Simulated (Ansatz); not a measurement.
# MgBr (doublet): from Hartree-Fock to the top rungs, aug-cc-pVDZ

The task here is to estimate one member of a computed series from the others.

Computed with Ansatz 0.2.0, Gaussian basis. Level: aug-cc-pVDZ, core rule «outside noble gas», up to 19 orbitals frozen.

Plan: UHF; CCSD(T) on ROHF; CCSD(T) on UHF; BCCD(T) on ROHF; CISD as a restricted active space (open shells left free, so some higher excitations enter); CCSDT(Q) on ROHF; CCSDT(Q) on UHF.

25 further runs of the same task are left out: 10 for a known fault of the program, 6 that didn't finish, 9 set aside as unsound or not needed. Runs told in other sessions of the task aren't counted.

### The geometry

The geometry is a PBE0/def2-TZVPD stationary point (not a proven minimum) of the parent state, kept for this charge and spin. No spin-orbit coupling is included. The filled d shell of Br may be among the frozen orbitals whatever the setting's name suggests.

2 atoms, charge 0, spin multiplicity 2.

Atoms are counted from 1 here; the program's logs count them from 0.

Bond lengths: Br1–Mg2 2.475 Å.

Set-up of the first run:

in.yaml

```yaml
crystal:
  periodic: [false, false, false]
  atoms:
    - {symbol: Br, position_ang: [0.000000, 0.000000, 0.000000]}
    - {symbol: Mg, position_ang: [0.000000, 0.000000, 2.474900]}
basis:
  gaussian: {orbitals: aug-cc-pVDZ}
magnetization: {spin_polarized: true, initial_magnetization: 1}
hamiltonian: {xc: hf}
output: {orbitals: {seedname: orbitals}}
```

Launch:

```sh
ansatz run in.yaml --threads 1 --pin off --events-out ev --progress --plain --max-ram 2393MiB
```

Steps of the session up to this table: UHF; CCSD(T) on ROHF; CCSD(T) on UHF; BCCD(T) on ROHF; CISD as a restricted active space (open shells left free, so some higher excitations enter); CCSDT(Q) on ROHF; CCSDT(Q) on UHF.

One of the session's tables, all rows but one given; the rest of the session is left out.

It belongs to the step «Misses and costs». 

```
   method  from UCCSDT(Q) (meV)
     ROHF               +4161.9
      UHF               +4154.2
     RMP2                +473.3
     UMP2                +469.8
     CISD                +320.9
    RCCSD                +129.9
    UCCSD                +128.9
 RCCSD(T)                 +21.2
 UCCSD(T)                 +20.4
  BCCD(T)                 +21.5
   RCCSDT                  +9.4
   UCCSDT                  +8.6
RCCSDT(Q)                     ?
UCCSDT(Q)                     0
```

Q: Estimate the row for RCCSDT(Q) from the others.

**Answer.** from UCCSDT(Q) (meV): +1.5. In the column «from UCCSDT(Q) (meV)» it lies between UCCSDT(Q) (0) and UCCSDT (+8.6).

Caveats from the session: Restricted and unrestricted rows rest on different reference determinants; a gap between their highest levels can come from leftover correlation error, from unlike frozen cores or from another state.
